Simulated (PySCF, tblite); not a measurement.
# C8H11F: geometry, infrared bands and NMR shifts

Wanted: the infrared bands and NMR shifts of C8H11F (`CC(C)C#C/C=C\CF`), by calculation.

The runs use tblite 0.8.0 and PySCF 2.14.0, with density-fitted response routines of our own; the level of theory stands in each step. All values are computed, except where a source is named. Atoms are numbered from 0 throughout.

### Step 1. Starting geometry

20 atoms, charge 0, multiplicity 1; geometry from: force field or distance geometry start.

Bonds of the start (Å): C0–C1 1.53, C1–C2 1.52, C1–C3 1.48, C3–C4 1.20, C4–C5 1.42, C5–C6 1.35, C6–C7 1.50, C7–F8 1.36, C0–H9 1.10, C0–H10 1.09, C0–H11 1.11, C1–H12 1.08, C2–H13 1.09, C2–H14 1.11, C2–H15 1.09, C5–H16 1.08, C6–H17 1.09, C7–H18 1.09, C7–H19 1.09.

### Step 2. Relaxing the molecule with GFN2-xTB

What the job is given:

```
{"job": {"kind": "relax", "xc": "GFN2-xTB", "basis": "xTB"}, "charge": 0, "multiplicity": 1}
C     -2.660600    -1.018300     0.201300
C     -1.858900    -0.099500    -0.721600
C     -1.994100     1.352200    -0.286700
C     -0.434500    -0.491100    -0.704300
C      0.723400    -0.817100    -0.677700
C      2.088600    -1.190600    -0.675100
C      3.049900    -0.470900    -0.066700
C      2.887700     0.820600     0.675600
F      3.857100     1.685400     0.283700
H     -2.331700    -0.952700     1.246200
H     -2.585800    -2.064100    -0.111900
H     -3.733800    -0.747400     0.178700
H     -2.242000    -0.207400    -1.724300
H     -1.628500     1.518800     0.725900
H     -3.056600     1.673900    -0.320600
H     -1.440400     2.017300    -0.945000
H      2.362600    -2.107500    -1.180300
H      4.070400    -0.846600    -0.104400
H      2.999800     0.656200     1.752300
H      1.922300     1.299300     0.499200
```

Started as:

```bash
$ OMP_NUM_THREADS=1 python probes_run.py task.json out
```

This one command runs all jobs of the session in turn.

**Question.** This job is followed by: GFN2-xTB harmonic vibrations, gas phase; GIAO PBE0/pcSseg-1 NMR shielding, non-relativistic, gas phase. What will the session give for the following? strongest single infrared mode (GFN2-xTB); zero-point energy (GFN2-xTB); 13C shifts against TMS (PBE0/pcSseg-1, means over atoms taken as alike); 1H shifts against TMS (PBE0/pcSseg-1, means over atoms taken as alike); 19F shifts against CFCl3 (PBE0/pcSseg-1).

**Answer**, as computed:

```
                                                               quantity                                            value
                              strongest single infrared mode (GFN2-xTB)                             3034 cm⁻¹, 90 km/mol
                                           zero-point energy (GFN2-xTB)                                   102.7 kcal/mol
13C shifts against TMS (PBE0/pcSseg-1, means over atoms taken as alike)  148.6, 117.2, 115.4, 85.9, 82.6, 25.4, 24.4 ppm
 1H shifts against TMS (PBE0/pcSseg-1, means over atoms taken as alike)                 6.44, 5.81, 5.63, 2.75, 1.28 ppm
                               19F shifts against CFCl3 (PBE0/pcSseg-1)                                       -253.5 ppm
```

Relaxing lowered the energy by 0.081 eV in 72 steps; the close pair that moved most is C1–C3, from 1.477 to 1.451 Å. All 54 modes are real, so the xTB geometry is a minimum. GFN2-xTB is a fitted tight-binding method: band positions and strengths are rough. Its intensities can rank the bands wrongly. At PBE0/pcSseg-1: The widest tensor belongs to C4: span 249 ppm, with a paramagnetic part of -153 ppm.
